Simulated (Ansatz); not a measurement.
# TiAs: properties at the relaxed cell

One table from this session's results is given with a row withheld; the runs are named, their logs left out.

Computed with Ansatz 0.2.0 (DFT PBEsol, scalar-relativistic, plane waves, PAW, unless a step's input says otherwise).

1 further run of the same task is left out (set aside as unsound or not needed).

## Starting point

Symmetry: P6_3/mmc, No. 194, hexagonal system. The conventional cell has a = 3.604 Å, b = 3.604 Å, c = 6.078 Å, α = 90.00°, β = 90.00°, γ = 120.00°. Ti (site symmetry -3m) has 6 As at 2.58 Å as nearest neighbours. As (site symmetry -6m2) has 6 Ti at 2.58 Å as nearest neighbours.

Coordinates:

```xyz
4
Lattice="3.6036 0.0000 0.0000 -1.8018 3.1208 0.0000 0.0000 0.0000 6.0777" Properties=species:S:1:pos:R:3 pbc="T T T"
Ti    0.0000    0.0000    3.0389
Ti    0.0000    0.0000    0.0000
As    1.8018    1.0403    4.5583
As    0.0000    2.0805    1.5194
```

It goes back to an entry of the Materials Project.

This cell was relaxed beforehand with the same method: volume 17.09 Å³/atom, gap on the mesh none (metal).

Set-up of the first run:

The input, input.yaml:

```yaml
crystal:
  lattice:
    - [3.5672044287, 0.0, 0.0]
    - [-1.7836022144, 3.0892896558, 0.0]
    - [0.0, 0.0, 6.01631797]
  atoms:
    - { symbol: Ti, position: [0.0, 0.0, 0.5] }
    - { symbol: Ti, position: [0.0, 0.0, 0.0] }
    - { symbol: As, position: [0.6666666667, 0.3333333333, 0.75] }
    - { symbol: As, position: [0.3333333333, 0.6666666667, 0.25] }
basis:
  ecutwfc: 420
kpoints:
  mp_grid: { grid: [12, 12, 8] }
hamiltonian:
  xc: pbesol
scf:
  occupations: { method: gaussian, width: 0.1 }
output:
  forces: true
  stress: true
  eigenvalues: true
relax:
  adjacent_minimum: "off"
  f_tol: 0.01
  max_steps: 30
  cell: { stress_tol: 0.1, fix: [volume] }
```

Command:

```sh
$ ansatz run input.yaml --threads 1 --pin off --max-ram 2560MiB --backend cpu --events-out ev --progress --plain --runs-dir out
```

Among the steps run: The cell scaled to 0.97 of its volume; The cell scaled to 1.03 of its volume; Volume × 0.94; Point at V/V0 = 1.06; Volume × 0.91; The cell scaled to 1.10 of its volume; Point at V/V0 = 0.88.

One of the session's tables, all rows but one given; the rest of the session is left out.

It belongs to the step «Energy against volume». 

| volume (Å³/atom) | energy above the lowest point (meV/atom) | pressure (GPa) |
| --- | --- | --- |
| 15.037 | 116.9 | 20.21 |
| 15.550 | 62.3 | 14.04 |
| 16.063 | 26.3 | 8.66 |
| 16.575 | 6.2 | 4.04 |
| 17.088 | 0.0 | 0.00 |
| 17.600 | ? | ? |
| 18.113 | 21.8 | -6.44 |
| 18.797 | 56.8 | -9.75 |

Estimate the missing values for volume (Å³/atom) = 17.600.

Worked estimate for «energy above the lowest point (meV/atom)». A straight line through the neighbours (17.088, 0.0) and (18.113, 21.8) gives 0.0 + (21.8 − 0.0) × (17.600 − 17.088) / (18.113 − 17.088) = 10.9; a parabola fitted to 4 rows on both sides gives 5.9.

As computed: energy above the lowest point (meV/atom): 5.7; pressure (GPa): -3.46. In «energy above the lowest point (meV/atom)» the line misses by +5.2 and the parabola by +0.2.
